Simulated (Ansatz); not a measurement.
# B2H2F2: basis-set convergence

The task here is to estimate one member of a computed series from the others.

Program: Ansatz 0.2.0, Gaussian basis. Level of theory: one geometry, several basis sets. These are calculated values, not measurements.

Plan: PBE0-D4/def2-SVP; ωB97M-V/def2-SVP; PBE0-D4/def2-QZVPP; ωB97M-V/def2-QZVPP; the functionals' def2-TZVPP values are taken from earlier runs.

**The geometry**

All runs share one geometry, relaxed beforehand with PBE0-D4 in a triple-zeta def2 set.

SMILES `FBBF`, 6 atoms, charge 0, spin multiplicity 1.

Atoms are counted from 1 here; the program's logs count them from 0.

Bond lengths: F1–B2 1.326 Å, B2–B3 1.713 Å, B2–H5 1.205 Å, B3–F4 1.326 Å, B3–H6 1.205 Å. Angles: F1–B2–B3 120.4°, F1–B2–H5 115.8°, B3–B2–H5 123.7°, B2–B3–F4 120.4°, B2–B3–H6 123.7°, F4–B3–H6 115.8°.

The first run:

The input, in.yaml:

```yaml
crystal:
  periodic: [false, false, false]
  atoms:
    - {symbol: F, position_ang: [-0.955023, 0.783346, -1.439964]}
    - {symbol: B, position_ang: [-0.181318, 0.745228, -0.364026]}
    - {symbol: B, position_ang: [0.185410, -0.748878, 0.388530]}
    - {symbol: F, position_ang: [1.301657, -1.397157, 0.086142]}
    - {symbol: H, position_ang: [0.196236, 1.812925, 0.048714]}
    - {symbol: H, position_ang: [-0.504962, -1.259363, 1.234504]}
basis:
  gaussian: {orbitals: def2-SVP}
hamiltonian: {xc: pbe0, dispersion: d4}
output: {orbitals: {seedname: orbitals}}
```

Command:

```
ansatz run in.yaml --threads 2 --pin off --events-out ev --progress --plain --max-ram 4352MiB
```

Steps of the session up to this table: PBE0-D4 in def2-SVP; ωB97M-V in def2-SVP; PBE0-D4 in def2-QZVPP; ωB97M-V in def2-QZVPP.

One table of the session follows, with a row left open; its other results are not shown here.

It belongs to the step «Functionals by basis». 

| functional | basis | HOMO (eV) |
| --- | --- | --- |
| PBE0-D4 | def2-SVP | -8.05 |
| PBE0-D4 | def2-TZVPP | -8.15 |
| PBE0-D4 | def2-QZVPP | -8.17 |
| ωB97M-V | def2-SVP | -10.30 |
| ωB97M-V | def2-TZVPP | -10.43 |
| ωB97M-V | def2-QZVPP | ? |

Estimate the missing values for ωB97M-V, def2-QZVPP.

The run gave: HOMO (eV): -10.45. In the column «HOMO (eV)» it is the lowest.
